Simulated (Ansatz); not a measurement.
# AlGaH (sextet): from Hartree-Fock to the top rungs, cc-pVDZ

The task here is to estimate one member of a computed series from the others.

Program: Ansatz 0.2.0, Gaussian basis. Level of theory: cc-pVDZ, core rule «outside noble gas», up to 19 orbitals frozen. These are calculated values, not measurements.

The runs, in order: UHF; CCSD(T) on ROHF; CCSD(T) on UHF; BCCD(T) on ROHF; CISD; CCSDT(Q) on ROHF; CCSDT(Q) on UHF; CISDTQ; CCSDTQ on ROHF; CCSDTQ on UHF.

6 further runs of the same task are left out: 2 for a known fault of the program, 1 that didn't finish, 3 set aside as unsound or not needed.

### What is computed

The geometry is a PBE0/def2-TZVP stationary point (not a proven minimum) of the parent state, kept for this charge and spin. No spin-orbit coupling is included. The filled d shell of Ga may be among the frozen orbitals whatever the setting's name suggests; the logs give the count.

3 atoms, charge 0, spin multiplicity 6.

Atoms are counted from 1 here; the program's logs count them from 0.

Bond lengths: Al1–Ga2 2.344 Å, Al1–H3 1.582 Å. Angles: Ga2–Al1–H3 180.0°.

Coordinates:

```xyz
3

Al    0.0000    0.0000    0.2539
Ga    0.0000    0.0000   -2.0897
H     0.0000    0.0000    1.8358
```

Set-up of the first run:

Contents of in.yaml:

```yaml
crystal:
  periodic: [false, false, false]
  atoms:
    - {symbol: Al, position_ang: [0.000000, 0.000000, 0.253900]}
    - {symbol: Ga, position_ang: [0.000000, 0.000000, -2.089700]}
    - {symbol: H, position_ang: [0.000000, 0.000000, 1.835800]}
basis:
  gaussian: {orbitals: cc-pVDZ}
magnetization: {spin_polarized: true, initial_magnetization: 5}
hamiltonian: {xc: hf}
output: {orbitals: {seedname: orbitals}}
```

Command:

```bash
> ansatz run in.yaml --threads 1 --pin off --events-out ev --progress --plain --max-ram 4096MiB --backend cpu
```

Steps of the session up to this table: UHF; CCSD(T) on ROHF; CCSD(T) on UHF; BCCD(T) on ROHF; CISD; CCSDT(Q) on ROHF; CCSDT(Q) on UHF; CISDTQ; CCSDTQ on ROHF; CCSDTQ on UHF.

One table of the session follows, with a row left open; its other results are not shown here.

It belongs to the step «Misses and costs». 

```
   method  from UCCSDTQ (kcal/mol)
     ROHF                   +54.33
      UHF                   +53.00
     RMP2                   +19.38
     UMP2                   +18.54
    RCCSD                        ?
    UCCSD                    +3.47
 RCCSD(T)                    +2.08
 UCCSD(T)                    +1.39
  BCCD(T)                    +1.86
   RCCSDT                    +0.83
   UCCSDT                    +0.15
RCCSDT(Q)                    +0.71
UCCSDT(Q)                    +0.01
  RCCSDTQ                    +0.67
  UCCSDTQ                        0
```

Q: Estimate the row for RCCSD from the others.

As computed: from UCCSDTQ (kcal/mol): +4.21. In the column «from UCCSDTQ (kcal/mol)» it lies between UCCSD (+3.47) and UMP2 (+18.54).

Caveats from the session: Restricted and unrestricted rows rest on different reference determinants; where their highest levels disagree by more than a few hundredths of an eV, they describe different states and don't form one ladder.
